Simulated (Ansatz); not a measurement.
# GdMg: how the settings move a single-point run

Question: which choices in the input matter for GdMg?

Computed with Ansatz 0.2.0 (reference: DFT, PBEsol, PAW with Ansatz's default frozen-core files, scalar-relativistic, unless a step's input says otherwise).

## 1. The system as given

The structure is cubic, space group Pm-3m (No. 221). Conventional cell: a = 3.824 Å, b = 3.824 Å, c = 3.824 Å, α = 90.00°, β = 90.00°, γ = 90.00°. Around Gd (site symmetry m-3m) lie 8 Mg at 3.31 Å. Mg (site symmetry m-3m) is surrounded by 8 Gd at 3.31 Å.

Coordinates:

```cif
data_structure
_symmetry_space_group_name_H-M 'P 1'
_symmetry_Int_Tables_number 1
_cell_length_a 3.8240
_cell_length_b 3.8240
_cell_length_c 3.8240
_cell_angle_alpha 90.000
_cell_angle_beta 90.000
_cell_angle_gamma 90.000
_cell_volume 55.92
loop_
_atom_site_label
_atom_site_type_symbol
_atom_site_fract_x
_atom_site_fract_y
_atom_site_fract_z
_atom_site_occupancy
Gd1 Gd 0.00000 0.00000 0.00000 1
Mg1 Mg 0.50000 0.50000 0.50000 1
```

## 2. Baseline

input.yaml

```yaml
crystal:
  lattice:
    - [3.824, 0.0, 0.0]
    - [0.0, 3.824, 0.0]
    - [0.0, 0.0, 3.824]
  atoms:
    - { symbol: Gd, position: [0.0, 0.0, 0.0], spin: 7.2, spin_axis: [1.0, 0.0, 0.0] }
    - { symbol: Mg, position: [0.5, 0.5, 0.5] }
magnetization:
  noncollinear: true
  spin_spiral: { q: [0.0, 0.0, 0.0] }
kpoints:
  mp_grid: { grid: [10, 10, 10] }
scf:
  occupations: { method: fermi_dirac, width: 0.05 }
hamiltonian:
  xc: pbesol
  pseudopotentials: { kind: paw }
output:
  eigenvalues: false
```

On the command line:

```bash
> ansatz run input.yaml --threads 2 --pin off --max-ram 5120MiB --backend cpu --events-out ev --progress --plain --runs-dir out
```

## 3. Changed: starting moments, lock_directions true

input.yaml, as its differences from that of step 2:

```diff
@@ -6,3 +6,3 @@
   atoms:
-    - { symbol: Gd, position: [0.0, 0.0, 0.0], spin: 7.2, spin_axis: [1.0, 0.0, 0.0] }
+    - { symbol: Gd, position: [0.0, 0.0, 0.0], spin: 7.2, spin_axis: [0.25881905, 0.0, 0.96592583] }
     - { symbol: Mg, position: [0.5, 0.5, 0.5] }
@@ -11,2 +11,3 @@
   spin_spiral: { q: [0.0, 0.0, 0.0] }
+  spin_locking: { lock_directions: true }
 kpoints:
```

Q: Predict the outcome of this session. Wanted: for each run, ending; energy change; abs. moment.

The runs gave:

| run | ending | energy change | abs. moment (μB) | cycles | time |
| --- | --- | --- | --- | --- | --- |
| reference | converged | 0 | 7.61 | 19 | 31 s |
| 1: starting moments, lock_directions true | converged | 0.0 meV/atom | 7.61 | 16 | 8.5 min |

Residual by cycle in the longest SCF loop of each run; runs are numbered as in the table. The quantity is the density residual dr2, in eV.

| cycle | reference | run 1 |
| --- | --- | --- |
| 1 | 1.09 | 1.09 |
| 2 | 1.18 | 0.734 |
| 4 | 0.282 | 0.648 |
| 5 | 0.027 | 0.413 |
| 7 | 0.0217 | 0.00169 |
| 8 | 0.0017 | 7.0e-4 |
| 10 | 0.00429 | 1.3e-5 |
| 11 | 1.0e-4 | 1.1e-6 |
| 13 | 6.4e-4 | 1.9e-6 |
| 14 | 9.7e-6 | 3.1e-8 |
| 16 | 1.9e-7 | - |
| 17 | 1.9e-8 | - |

**Reading.** The changed input (constraint on the moments) leaves the energy the same to the digits printed. Cost: 16 SCF cycles against 19, 8.5 min against 31 s.
